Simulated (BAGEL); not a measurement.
**SiH2BrCl (SMILES Cl[SiH2]Br) at HF/aug-cc-pVDZ (density fitting with qzvpp-jkfit)**

What is the vertical electron affinity of SiH2BrCl at HF/aug-cc-pVDZ (density fitting with qzvpp-jkfit)? 

Program for the calculation: BAGEL 1.2.2.

5 further runs of the same task are left out: 3 that didn't finish, 2 set aside as unsound or not needed. Runs told in other sessions of the task aren't counted.

## 1. The structure to begin with

The species is SiH2BrCl (5 atoms), meant as a singlet with charge 0. SMILES: `Cl[SiH2]Br`. The shape is that of a PBE0-D4/def2-TZVP optimisation.

Bond lengths: Cl1–Si2 2.041 Å, Si2–Br3 2.206 Å, Si2–H4 1.476 Å, Si2–H5 1.476 Å. Angles: Cl1–Si2–Br3 110.4°, Cl1–Si2–H4 108.5°, Cl1–Si2–H5 108.5°, Br3–Si2–H4 108.4°, Br3–Si2–H5 108.4°, H4–Si2–H5 112.6°.

## 2. A single-point energy at HF/aug-cc-pVDZ (density fitting with qzvpp-jkfit)

Contents of job.json:

```json
{ "bagel": [

{
  "title": "molecule",
  "basis": "aug-cc-pvdz.json",
  "df_basis": "qzvpp-jkfit",
  "angstrom": true,
  "geometry": [
    { "atom": "Cl", "xyz": [   -0.904200,   -0.544800,    1.665700 ] },
    { "atom": "Si", "xyz": [    0.152700,   -0.085700,   -0.018800 ] },
    { "atom": "Br", "xyz": [   -0.989600,    1.311700,   -1.287400 ] },
    { "atom": "H", "xyz": [    0.379800,   -1.327700,   -0.782900 ] },
    { "atom": "H", "xyz": [    1.411100,    0.572900,    0.382100 ] }
  ]
},
{
  "title": "hf"
},
{
  "title": "print",
  "file": "orbitals.molden",
  "orbitals": true
}

]}
```

The basis set aug-cc-pVDZ is read from a file made from the Basis Set Exchange's data (not shown).

Launch:

```
$ BAGEL_NUM_THREADS=1 BAGEL job.json > job.out
```

Output:

```text
* using 1 threads per process

  ===============================================================
  ===============================================================

  *** Geometry ***

  { "atom" : "Cl", "xyz" : [     -1.708690,     -1.029523,      3.147717 ] },
  { "atom" : "Si", "xyz" : [      0.288561,     -0.161950,     -0.035527 ] },
  { "atom" : "Br", "xyz" : [     -1.870073,      2.478754,     -2.432833 ] },
  { "atom" : "H", "xyz" : [      0.717718,     -2.508989,     -1.479467 ] },
  { "atom" : "H", "xyz" : [      2.666593,      1.082624,      0.722064 ] },

  Number of auxiliary basis functions:      558

  Since a DF basis is specified, we compute 2- and 3-index integrals:
    o Being stored without compression. Storage requirement is 0.052 GB

  Number of basis functions:      108
  Number of electrons      :       68

    * METHOD: MOLECULE                             0.41

  *** RHF ***

  === Nuclear Repulsion ===
   298.2817278003

      * DIIS with orbital gradients will be used.

  === RHF iteration (aug-cc-pvdz.json) ===
      0      -3321.98592314          0.00975622           0.21
      1      -3322.06854816          0.00485615           0.19
      2      -3322.08561553          0.00089920           0.19
      3      -3322.08643475          0.00015789           0.19
      4      -3322.08646356          0.00004636           0.19
      5      -3322.08646652          0.00001305           0.19
      6      -3322.08646677          0.00000288           0.19
      7      -3322.08646678          0.00000094           0.19
      8      -3322.08646678          0.00000023           0.19
      9      -3322.08646678          0.00000010           0.19
     10      -3322.08646678          0.00000002           0.19
     11      -3322.08646678          0.00000001           0.19
    * SCF iteration converged.

    * Permanent dipole moment:
           (   -0.515647,     0.208999,     0.115452) a.u.

    * METHOD: HF                                   2.72

    * METHOD: PRINT                                0.02

  ===============================================================
```

It took 3.6 s on 1 thread of Arm Neoverse V1, shared host; peak memory 0.18 GiB.

## 3. The doublet anion, same level

Contents of job.json:

```json
{ "bagel": [

{
  "title": "molecule",
  "basis": "aug-cc-pvdz.json",
  "df_basis": "qzvpp-jkfit",
  "angstrom": "true",
  "geometry": [
    { "atom": "Cl", "xyz": [      -0.904200,      -0.544800,       1.665700 ] },
    { "atom": "Si", "xyz": [       0.152700,      -0.085700,      -0.018800 ] },
    { "atom": "Br", "xyz": [      -0.989600,       1.311700,      -1.287400 ] },
    { "atom": "H", "xyz": [       0.379800,      -1.327700,      -0.782900 ] },
    { "atom": "H", "xyz": [       1.411100,       0.572900,       0.382100 ] }
  ]
},

{
  "title": "uhf",
  "charge": -1,
  "nopen": 1
},

{
  "title": "print",
  "file": "orbitals.molden",
  "orbitals": "true"
}

]}
```

The basis set aug-cc-pVDZ is read from a file made from the Basis Set Exchange's data (not shown).

Launch:

```
$ BAGEL_NUM_THREADS=1 BAGEL job.json > job.out
```

Output:

```text
* using 1 threads per process

  ===============================================================
  ===============================================================

  *** Geometry ***

  { "atom" : "Cl", "xyz" : [     -1.708690,     -1.029523,      3.147717 ] },
  { "atom" : "Si", "xyz" : [      0.288561,     -0.161950,     -0.035527 ] },
  { "atom" : "Br", "xyz" : [     -1.870073,      2.478754,     -2.432833 ] },
  { "atom" : "H", "xyz" : [      0.717718,     -2.508989,     -1.479467 ] },
  { "atom" : "H", "xyz" : [      2.666593,      1.082624,      0.722064 ] },

  Number of auxiliary basis functions:      558

  Since a DF basis is specified, we compute 2- and 3-index integrals:
    o Being stored without compression. Storage requirement is 0.052 GB

  Number of basis functions:      108
  Number of electrons      :       68

    * METHOD: MOLECULE                             0.41

  *** Open-shell HF ***

  === Nuclear Repulsion ===
   298.2817278003

      * DIIS with orbital gradients will be used.

  === UHF iteration (aug-cc-pvdz.json) ===
      0      -3321.90777973          0.01505636           0.40
      1      -3322.00536828          0.00798154           0.38
      2      -3322.02705399          0.00295762           0.38
      3      -3322.03422269          0.00169299           0.39
      4      -3322.04051050          0.00096918           0.38
      5      -3322.04445123          0.00036350           0.38
      6      -3322.04491106          0.00033912           0.39
      7      -3322.04551878          0.00021718           0.39
      8      -3322.04582414          0.00016971           0.39
      9      -3322.04641630          0.00012699           0.39
     10      -3322.04645814          0.00009122           0.39
     11      -3322.04660125          0.00009174           0.39
     12      -3322.04661623          0.00003450           0.39
     13      -3322.04661888          0.00001324           0.40
     14      -3322.04661964          0.00000877           0.40
     15      -3322.04662036          0.00000555           0.39
     16      -3322.04662059          0.00000466           0.39
     17      -3322.04662085          0.00000370           0.39
     18      -3322.04662112          0.00000213           0.39
     19      -3322.04662123          0.00000095           0.40
     20      -3322.04662125          0.00000042           0.39
     21      -3322.04662125          0.00000021           0.39
     22      -3322.04662125          0.00000009           0.39
     23      -3322.04662125          0.00000006           0.39
     24      -3322.04662125          0.00000004           0.39
     25      -3322.04662125          0.00000002           0.39
     26      -3322.04662125          0.00000001           0.39
     27      -3322.04662125          0.00000001           0.39
    * SCF iteration converged.

    * S^2 (UHF) is 0.7504

    * Permanent dipole moment:
           (    4.171426,    -2.333658,     0.115078) a.u.

    * METHOD: UHF                                 11.31

    * METHOD: PRINT                                0.02

  ===============================================================
```

Run time: 12 s. Hardware: 1 thread of Arm Neoverse V1, shared host; peak memory 0.18 GiB.

## 4. Summary of results

At HF/aug-cc-pVDZ (density fitting with qzvpp-jkfit):

| quantity | value |
| --- | --- |
| singlet SiH2BrCl: total energy | -3322.08647 Eh |
| singlet SiH2BrCl: dipole moment | 1.44 D |
| singlet SiH2BrCl: HOMO energy | -11.69 eV |
| singlet SiH2BrCl: LUMO energy | 1.16 eV |
| singlet SiH2BrCl: HOMO–LUMO gap | 12.85 eV |
| doublet anion: total energy | -3322.04662 Eh |
| doublet anion: ⟨S²⟩ | 0.750 |
| vertical electron affinity (to the doublet anion) | -1.084 eV |

**Reading.** The anion lies 1.08 eV (105 kJ/mol) above the neutral: the electron isn't bound at this level, and such a value depends on the basis. Hartree–Fock misses the correlation that binds many anions.
